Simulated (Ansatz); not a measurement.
# C7H6I: the cost of one run

Method: the levels named in each step, in Ansatz 0.2.0.

### 1 The starting structure

Bond lengths: C1–C2 1.378 Å, C2–C3 1.421 Å, C3–C4 1.391 Å, C4–C5 1.397 Å, C5–C6 1.385 Å, C2–C7 1.440 Å, C6–C7 1.400 Å, C7–I8 2.109 Å, C1–H9 1.078 Å, C1–H10 1.075 Å, C3–H11 1.080 Å, C4–H12 1.081 Å, C5–H13 1.079 Å, C6–H14 1.080 Å. Angles (14 of 21 angles, heavy atoms first): C1–C2–C3 120.5°, C1–C2–C7 124.4°, C3–C2–C7 115.1°, C2–C3–C4 122.3°, C3–C4–C5 120.7°, C4–C5–C6 119.4°, C5–C6–C7 120.3°, C2–C7–C6 122.0°, C2–C7–I8 120.5°, C6–C7–I8 117.4°, C2–C1–H9 122.0°, C2–C1–H10 120.9°, C2–C3–H11 117.9°, C4–C3–H11 119.8°.

Coordinates:

```xyz
14

C    -1.0640   -2.2700    0.1043
C     0.2339   -1.8082    0.1165
C     1.3224   -2.7170    0.2111
C     2.6467   -2.2925    0.2270
C     2.9615   -0.9334    0.1520
C     1.9400   -0.0022    0.0572
C     0.6028   -0.4182    0.0401
I    -0.8778    1.0778   -0.0933
H    -1.9067   -1.6019    0.0342
H    -1.2759   -3.3224    0.1642
H     1.0962   -3.7714    0.2737
H     3.4390   -3.0246    0.2953
H     3.9891   -0.6052    0.1661
H     2.1775    1.0499   -0.0054
```

### 2 A rough first relaxation, PBE-D4/def2-SVP

Contents of input.yaml:

```yaml
crystal:
  periodic: [false, false, false]
  atoms:
    - { symbol: C, position_ang: [-1.064, -2.26995, 0.10429] }
    - { symbol: C, position_ang: [0.23388, -1.80818, 0.11651] }
    - { symbol: C, position_ang: [1.32245, -2.71696, 0.21107] }
    - { symbol: C, position_ang: [2.64667, -2.29252, 0.22702] }
    - { symbol: C, position_ang: [2.9615, -0.93335, 0.152] }
    - { symbol: C, position_ang: [1.94001, -0.00224, 0.05722] }
    - { symbol: C, position_ang: [0.60285, -0.41815, 0.04005] }
    - { symbol: I, position_ang: [-0.87776, 1.07776, -0.09332] }
    - { symbol: H, position_ang: [-1.9067, -1.60192, 0.03421] }
    - { symbol: H, position_ang: [-1.27591, -3.32245, 0.16416] }
    - { symbol: H, position_ang: [1.09617, -3.77142, 0.27371] }
    - { symbol: H, position_ang: [3.43896, -3.02462, 0.29533] }
    - { symbol: H, position_ang: [3.98913, -0.60525, 0.16608] }
    - { symbol: H, position_ang: [2.17753, 1.04987, -0.00543] }
magnetization:
  spin_polarized: true
  initial_magnetization: 2
total_charge: 1
basis:
  gaussian: { orbitals: def2-SVP }
hamiltonian:
  xc: pbe
  dispersion: d4
relax:
  f_tol: 0.03
  max_steps: 200
```

Command:

```sh
ansatz run input.yaml --threads 4 --pin off --max-ram 10240MiB --backend cpu --events-out ev --progress --plain --runs-dir out
```

What time and memory should one allow on 4 threads of Intel Xeon 6975P-C (Granite Rapids), shared host?

About 14 s, with a peak of 0.34 GiB.
